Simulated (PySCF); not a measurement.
# C2H6OSSi: electronic excitations at several levels of theory, part 2 of 2

PySCF 2.14.0. Atoms count from 0. The steps go on from the part before.

## Step 9: Ultraviolet spectrum: LC-wPBE/def2-SVPD

Job settings and geometry (Å):

```
{"job": {"kind": "uv", "xc": "LC-wPBE", "basis": "def2-SVPD", "ip": true}, "charge": 0, "multiplicity": 1}
O      0.331316    -1.357894     1.694351
S      0.537031    -1.327160     0.208841
C     -0.977338    -0.484747    -0.479969
Si    -0.217090     1.219752    -0.144372
C      1.427708     0.276396    -0.128432
H     -1.080720    -0.725176    -1.551081
H     -1.853049    -0.852480     0.071905
H     -0.378295     2.226980    -1.236556
H     -0.603762     1.832790     1.154187
H      1.924147     0.227616    -1.111649
H      2.176272     0.423148     0.662185
```

Method: TDDFT LC-wPBE/def2-SVPD, vertical, gas phase, core orbitals frozen in the response.

The log of the run:

```text
coarse grid: 10232 points
cycle   1  E = -841.7565434801  dE =  8.375e-01  |g| = 8.629e-01  |ddm| = 3.957e+00
cycle   2  E = -841.5627873588  dE =  1.938e-01  |g| = 1.361e+00  |ddm| = 2.051e+00
cycle   3  E = -841.9242689970  dE = -3.615e-01  |g| = 6.686e-02  |ddm| = 1.217e+00
cycle   4  E = -841.9255958791  dE = -1.327e-03  |g| = 2.906e-02  |ddm| = 1.522e-01
cycle   5  E = -841.9258336354  dE = -2.378e-04  |g| = 7.792e-03  |ddm| = 5.850e-02
cycle   6  E = -841.9258560554  dE = -2.242e-05  |g| = 2.032e-03  |ddm| = 1.590e-02
cycle   7  E = -841.9258578780  dE = -1.823e-06  |g| = 4.978e-04  |ddm| = 6.617e-03
final grid: 89528 points
cycle   8  E = -842.0542051853  dE = -2.368e-05  |g| = 4.297e-03  |ddm| = 4.801e-02
cycle   9  E = -842.0542068422  dE = -1.657e-06  |g| = 3.512e-03  |ddm| = 9.584e-03
cycle  10  E = -842.0542097047  dE = -2.862e-06  |g| = 6.338e-04  |ddm| = 4.600e-03
cycle  11  E = -842.0542098181  dE = -1.134e-07  |g| = 2.818e-04  |ddm| = 8.369e-04
cycle  12  E = -842.0542097943  dE =  2.383e-08  |g| = 6.391e-05  |ddm| = 4.343e-04
cycle  13  E = -842.0542098128  dE = -1.852e-08  |g| = 1.449e-05  |ddm| = 1.814e-04
cycle  14  E = -842.0542098129  dE = -1.337e-10  |g| = 4.020e-06  |ddm| = 4.789e-05
converged SCF energy = -842.0542098129

Static polarisability (au): isotropic 70.935, principal 64.132 67.703 80.970

Singlet excitations
state   eV       nm        f      main configurations
  1   5.2613    235.7   0.01664   H->L 0.82, H->L+8 0.14
  2   5.7608    215.2   0.00942   H->L+3 0.28, H->L+1 0.26, H->L+6 0.19
  3   6.6559    186.3   0.02338   H->L+1 0.47, H->L+6 0.16, H->L+3 0.09
  4   6.8222    181.7   0.05924   H-1->L 0.64, H-1->L+8 0.13, H->L+1 0.09
  5   6.8854    180.1   0.00018   H-1->L+3 0.31, H-1->L+1 0.22, H-1->L+6 0.18
  6   7.4191    167.1   0.02747   H->L+4 0.25, H->L+2 0.16, H->L+6 0.15
  7   7.5141    165.0   0.02285   H->L+2 0.44, H->L+3 0.23, H->L+4 0.17
  8   7.6902    161.2   0.00531   H->L+8 0.41, H-3->L 0.20, H->L+5 0.09
  9   7.9120    156.7   0.00222   H->L+5 0.30, H-1->L+1 0.21, H->L+8 0.16
 10   7.9488    156.0   0.01460   H->L+6 0.37, H->L+4 0.33, H->L+3 0.13

Triplet excitations (Tamm-Dancoff, eV): 4.5303 5.0372 5.8075 6.2953
Vertical ionisation energy (delta-SCF) = 8.8946 eV
```

Run time: 49 s. Hardware: 1 thread of Arm Neoverse V1, shared host; peak memory 0.77 GiB.

Key values: HOMO -9.28 eV, LUMO 1.40 eV; lowest singlet 5.26 eV.

## Step 10: Excited states and response: PBE0/6-31G*

The job, as its differences from that of step 9:

```diff
@@ -1,2 +1,2 @@
-{"job": {"kind": "uv", "xc": "LC-wPBE", "basis": "def2-SVPD", "ip": true}, "charge": 0, "multiplicity": 1}
+{"job": {"kind": "uv", "xc": "PBE0", "basis": "6-31G*"}, "charge": 0, "multiplicity": 1}
 O      0.331316    -1.357894     1.694351
```

With the program's defaults for keys left out, this is: TDDFT PBE0/6-31G*, vertical, gas phase, core orbitals frozen in the response.

The log of the run:

```text
coarse grid: 10232 points
cycle   1  E = -842.0937847670  dE =  7.238e-01  |g| = 8.582e-01  |ddm| = 3.293e+00
cycle   2  E = -841.0882516346  dE =  1.006e+00  |g| = 2.265e+00  |ddm| = 4.492e+00
cycle   3  E = -842.2331358503  dE = -1.145e+00  |g| = 2.630e-01  |ddm| = 3.867e+00
cycle   4  E = -842.2471084114  dE = -1.397e-02  |g| = 1.393e-01  |ddm| = 4.496e-01
cycle   5  E = -842.2522405410  dE = -5.132e-03  |g| = 1.176e-02  |ddm| = 1.539e-01
cycle   6  E = -842.2522775478  dE = -3.701e-05  |g| = 3.334e-03  |ddm| = 1.986e-02
cycle   7  E = -842.2522809947  dE = -3.447e-06  |g| = 7.492e-04  |ddm| = 6.751e-03
final grid: 89528 points
cycle   8  E = -842.1907920240  dE = -3.046e-07  |g| = 9.566e-03  |ddm| = 2.161e-02
cycle   9  E = -842.1907403656  dE =  5.166e-05  |g| = 1.761e-02  |ddm| = 3.023e-02
cycle  10  E = -842.1908139767  dE = -7.361e-05  |g| = 2.584e-03  |ddm| = 2.194e-02
cycle  11  E = -842.1908153972  dE = -1.421e-06  |g| = 1.584e-04  |ddm| = 2.590e-03
cycle  12  E = -842.1908154047  dE = -7.502e-09  |g| = 4.949e-05  |ddm| = 2.906e-04
cycle  13  E = -842.1908154054  dE = -6.955e-10  |g| = 8.720e-06  |ddm| = 7.383e-05
converged SCF energy = -842.1908154054

Static polarisability (au): isotropic 60.604, principal 54.463 56.633 70.716

Singlet excitations
state   eV       nm        f      main configurations
  1   4.6635    265.9   0.01112   H->L 0.99
  2   5.5952    221.6   0.00567   H->L+1 0.85
  3   6.1374    202.0   0.03884   H-1->L 0.78, H->L+2 0.09
  4   6.5064    190.6   0.00836   H->L+2 0.81, H->L+1 0.10
  5   6.5636    188.9   0.00013   H-1->L+1 0.89
  6   7.0392    176.1   0.01205   H->L+3 0.86
  7   7.4444    166.5   0.02416   H->L+4 0.77, H-1->L+3 0.10
  8   7.5483    164.3   0.01203   H-1->L+2 0.81
  9   7.6351    162.4   0.00049   H-3->L 0.90
 10   7.7220    160.6   0.00674   H->L+5 0.74, H-2->L 0.16

Triplet excitations (Tamm-Dancoff, eV): 4.1467 4.9057 5.2068 6.0822
```

Run time: 7.9 s. Hardware: 1 thread of Arm Neoverse V1, shared host; peak memory 0.51 GiB.

This run: HOMO -6.37 eV, LUMO -0.28 eV; lowest singlet 4.66 eV.

## Step 11: Ultraviolet spectrum: PBE0/def2-SVP

The job, as its differences from that of step 10:

```diff
@@ -1,2 +1,2 @@
-{"job": {"kind": "uv", "xc": "PBE0", "basis": "6-31G*"}, "charge": 0, "multiplicity": 1}
+{"job": {"kind": "uv", "xc": "PBE0", "basis": "def2-SVP"}, "charge": 0, "multiplicity": 1}
 O      0.331316    -1.357894     1.694351
```

Level: TDDFT PBE0/def2-SVP, vertical, gas phase, core orbitals frozen in the response.

The log of the run:

```text
coarse grid: 10232 points
cycle   1  E = -841.6339144841  dE =  6.984e-01  |g| = 8.703e-01  |ddm| = 3.542e+00
cycle   2  E = -840.5408124314  dE =  1.093e+00  |g| = 2.358e+00  |ddm| = 5.876e+00
cycle   3  E = -841.7771187929  dE = -1.236e+00  |g| = 2.572e-01  |ddm| = 5.102e+00
cycle   4  E = -841.7895615168  dE = -1.244e-02  |g| = 1.508e-01  |ddm| = 4.539e-01
cycle   5  E = -841.7955911084  dE = -6.030e-03  |g| = 1.261e-02  |ddm| = 1.658e-01
cycle   6  E = -841.7956330624  dE = -4.195e-05  |g| = 3.437e-03  |ddm| = 2.077e-02
cycle   7  E = -841.7956366653  dE = -3.603e-06  |g| = 5.776e-04  |ddm| = 7.554e-03
final grid: 89528 points
cycle   8  E = -841.8944294039  dE = -2.191e-06  |g| = 9.638e-03  |ddm| = 2.711e-02
cycle   9  E = -841.8943728348  dE =  5.657e-05  |g| = 1.831e-02  |ddm| = 3.351e-02
cycle  10  E = -841.8944508964  dE = -7.806e-05  |g| = 2.332e-03  |ddm| = 2.466e-02
cycle  11  E = -841.8944520635  dE = -1.167e-06  |g| = 1.953e-04  |ddm| = 2.641e-03
cycle  12  E = -841.8944520748  dE = -1.129e-08  |g| = 4.944e-05  |ddm| = 3.085e-04
cycle  13  E = -841.8944520754  dE = -6.587e-10  |g| = 1.156e-05  |ddm| = 7.805e-05
converged SCF energy = -841.8944520754

Static polarisability (au): isotropic 62.647, principal 56.083 59.599 72.260

Singlet excitations
state   eV       nm        f      main configurations
  1   4.7511    261.0   0.01069   H->L 0.99
  2   5.6638    218.9   0.00485   H->L+1 0.88
  3   6.1285    202.3   0.02153   H-1->L 0.68, H->L+2 0.20, H->L+3 0.09
  4   6.4363    192.6   0.01728   H->L+2 0.70, H-1->L 0.13, H->L+1 0.09
  5   6.6718    185.8   0.00127   H-1->L+1 0.88
  6   7.1021    174.6   0.00915   H->L+4 0.79, H-1->L+2 0.08
  7   7.1200    174.1   0.04274   H->L+3 0.76, H-1->L 0.12
  8   7.4511    166.4   0.01157   H-1->L+2 0.81, H->L+4 0.10
  9   7.5223    164.8   0.01294   H->L+5 0.61, H->L+6 0.30
 10   7.7340    160.3   0.00028   H-3->L 0.90

Triplet excitations (Tamm-Dancoff, eV): 4.2191 5.0130 5.2989 5.9792
```

It took 9.6 s on 1 thread of Arm Neoverse V1, shared host; peak memory 0.57 GiB.

In short: HOMO -6.44 eV, LUMO -0.26 eV; lowest singlet 4.75 eV.

## Step 12: Comparing the runs: electronic excitations

Excitations and ground-state properties, with basis size and wall time:

```csv
run,lowest singlet (eV),brightest (eV),f,gap (eV),α (Å³),μ (D),functions,time
LDA/def2-SVPD,4.08,6.43,0.038,3.92,11.44,3.66,162,56 s
PBE/def2-SVPD,4.10,6.33,0.023,3.97,11.32,3.58,162,76 s
B3LYP/def2-SVPD,4.55,6.87,0.036,5.60,10.98,3.90,162,49 s
PBE0/def2-SVPD,4.68,7.10,0.036,6.03,10.86,3.88,162,48 s
BHandHLYP/def2-SVPD,5.15,6.99,0.039,8.00,10.55,4.21,162,31 s
CAM-B3LYP/def2-SVPD,4.93,6.74,0.031,8.29,10.78,4.07,162,57 s
wB97X-D/def2-SVPD,4.97,6.44,0.049,9.56,10.75,4.01,162,53 s
LC-wPBE/def2-SVPD,5.26,6.82,0.059,10.68,10.51,4.10,162,49 s
PBE0/6-31G*,4.66,6.14,0.039,6.09,8.98,3.61,90,7.9 s
PBE0/def2-SVP,4.75,7.12,0.043,6.19,9.28,3.64,108,9.6 s
```

## Step 13: Summary of results

The summary covers parts 1 to 2.

| quantity | value |
| --- | --- |
| lowest singlet (LDA/def2-SVPD) | 4.08 eV (304 nm), f = 0.006 |
| brightest single state of those computed | state 10, 6.43 eV, f = 0.038 |
| lowest triplet | 3.78 eV |
| vertical ionisation energy (ΔSCF) | 8.73 eV |
| vertical electron affinity (ΔSCF) | -0.53 eV (unbound: the value hangs on the basis) |
| range of the lowest singlet | 4.08 to 5.26 eV |

What this shows: Single values in the summary come from the first sound run of each kind (LDA/def2-SVPD), which need not be the best level. The first singlet state (HOMO→LUMO 0.99) lies at 4.08 eV and is weak; of the 10 states computed, the strongest absorption comes from state 10 at 6.43 eV (the last computed, so partners may be missing). The lowest triplet lies 0.30 eV below the lowest singlet (triplets in Tamm-Dancoff, singlets in full TDDFT). The brightest state lies above −ε(HOMO) (5.59 eV), where this functional's continuum begins, so it hangs on the basis. ΔSCF puts the ionisation energy at 8.73 eV, 3.14 eV above −ε(HOMO). The lowest singlet runs from 4.08 eV (LDA/def2-SVPD) to 5.26 eV (LC-wPBE/def2-SVPD), while the orbital gap spans 3.92 to 10.68 eV. The lowest state need not be the same one in every run.
